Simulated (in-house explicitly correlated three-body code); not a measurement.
# Two electrons around a charge of +2.5 with a centre of 1000 electron masses: exact states

The task here is to estimate one member of a computed series from the others.

The numbers are computed with in-house explicitly correlated three-body code version 1 (two electrons, non-relativistic, variational in exponentially correlated functions), except any that are marked as measured or tabulated.

**The atom as given**

| Property | Result |
| --- | --- |
| charge of the centre | +2.5 |
| mass of the centre | 1000 electron masses |
| interactions | Coulomb |
| basis | 260 functions exp(−a r1 − b r2 − g r12) a state, exponent ranges optimised |
| units | hartree and bohr; relativity and QED are left out |

Set-up of the first run:

Settings:

```ini
Z = 2.5
nuclear_mass = 1000.0
interaction_strength = 1.0
functions = 260
states_tried = 13
```

Launch:

```bash
$ python run_hyl.py task.json out
```

Among the steps run: The variational calculation.

One table of the session follows, with a row left open; its other results are not shown here.

It belongs to the step «Levels». 

```
state  binding (eV)  excitation (eV)  ⟨r12⟩ (bohr)
 1 ¹S       46.6669                0         1.074
 2 ³S       9.82717          36.8398         3.245
 2 ¹S       8.49082          38.1761         3.698
 2 ³P       8.12179          38.5452         3.187
 2 ¹P             ?                ?             ?
 3 ³S       3.97981          42.6871         7.753
 3 ¹S       3.63281          43.0341         8.469
 3 ³P       3.54156          43.1254         8.007
 3 ¹P       3.36640          43.3005         8.455
 4 ³S       2.14666          44.5203         14.30
 4 ¹S       2.00815          44.6588         15.27
 4 ³P       1.97197          44.6950         14.87
 4 ¹P       1.89784          44.7691         15.48
```

Q: Estimate the row for 2 ¹P from the others.

As computed: binding (eV): 7.54666; excitation (eV): 39.1203; ⟨r12⟩ (bohr): 3.454. In the column «binding (eV)» it lies between 3 ³S (3.97981) and 2 ³P (8.12179).
